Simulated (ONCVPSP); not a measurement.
# Aluminium: generating and testing an ONCV potential

Task: generate the file, and judge it by its errors in other configurations, its logarithmic derivatives, its ghosts and its cutoff.

Program: ONCVPSP 4.0.1.1 (patched build). Reference atom: PBEsol, scalar-relativistic, spherical and spin-unpolarised. All values are calculated.

## (1) Starting point

Typed settings, in words:

* element: aluminium (Al, Z = 13)
* type: optimised norm-conserving Vanderbilt (ONCV)
* frozen core: [Ne]
* valence charge: 3
* reference configuration: 3s2 (charge +1)
* partial waves: 3s: rc 1.55 bohr, ncon 3, nbas 6, qcut 3.9 1/bohr, 2 projectors, debl 2.8 Ha; p scattering state at 0.19 Ha: rc 1.45 bohr, ncon 5, nbas 8, qcut 6 1/bohr, 3 projectors, debl 1.8 Ha
* local potential: polynomial inside 0.90 bohr (lpopt 5, dvloc0 1 Ha)
* core correction: not asked for

The outer shells as boxes (Hund's rule for the drawing; the calculation is spin-unpolarised):

```
[Ne] core
3s [↑↓]
```

## (2) Generation

Al.dat reads:

```
# ATOM AND REFERENCE CONFIGURATION
# atsym  z   nc   nv     iexc    psfile
  Al 13.00    3    1  -116133      upf
#
#   n    l    f
    1    0    2.00
    2    0    2.00
    2    1    6.00
    3    0    2.00
#
# PSEUDOPOTENTIAL AND OPTIMIZATION
# lmax
    1
#
#   l,   rc,      ep,       ncon, nbas, qcut
    0    1.55    0.00    3    6    3.90
    1    1.45    0.19    5    8    6.00
#
# LOCAL POTENTIAL
# lloc, lpopt,  rc(5),   dvloc0
    4    5    0.90    1.00
#
# VANDERBILT-KLEINMAN-BYLANDER PROJECTORs
# l, nproj, debl
    0    2    2.80
    1    3    1.80
#
# MODEL CORE CHARGE
# icmod, fcfact, rcfact
    0    0.00    0.00
#
# LOG DERIVATIVE ANALYSIS
# epsh1, epsh2, depsh
   -2.00    5.00    0.02
#
# OUTPUT GRID
# rlmax, drl
    6.00    0.01
#
# TEST CONFIGURATIONS
# ncnf
    4
# nvcnf
#   n    l    f
    2
    3    0    2.00
    3    1    1.00
#
    1
    3    0    1.00
#
    2
    3    0    2.00
    3    1    0.50
#
    2
    3    0    0.00
    3    1    3.00
#
```

The run is started by

```bash
$ oncvpsp.x < Al.dat > Al.out
```

Before running it: what results should come out? Wanted: cutoffs for 1 and 0.1 mHa per electron, occupied waves; bound ghosts; GHOST(+) flags; largest test error; largest phase difference near zero energy, channels read.

The runs gave:

```
                                                quantity                               value
  cutoffs for 1 and 0.1 mHa per electron, occupied waves                    5.8 Ha and 20 Ha
                                            bound ghosts                      p at -78.87 eV
                                          GHOST(+) flags                          s at 74 eV
                            largest test error (AE − PS)  +14 meV, for 3s1 (1 test unsolved)
largest phase difference near zero energy, channels read                           0.004 rad
```

A bound ghost (p) makes it unfit for use: electrons can fall into a state that the atom doesn't have. Close by lies the frozen 2p level (-77.9 eV). By total energies transferability is good where solved: the largest error is 14 meV on 19.2 eV, for 3s1. Atomic tests can pass in spite of a ghost, since they solve only for the levels asked. Of the tests 1 gave no usable energy difference, which is a warning in itself. It counts as soft on the atom at that tolerance, with 5.8 Ha needed at the looser tolerance. The tighter tolerance needs 20 Ha, and converged work needs a cutoff nearer that. That counts occupied waves only; other projectors can need more. Near zero energy the phases of the channels with partial waves agree within 0.004 rad. The program also flags highly localised states, GHOST(+) (s). All of this concerns the isolated atom, not yet a solid.
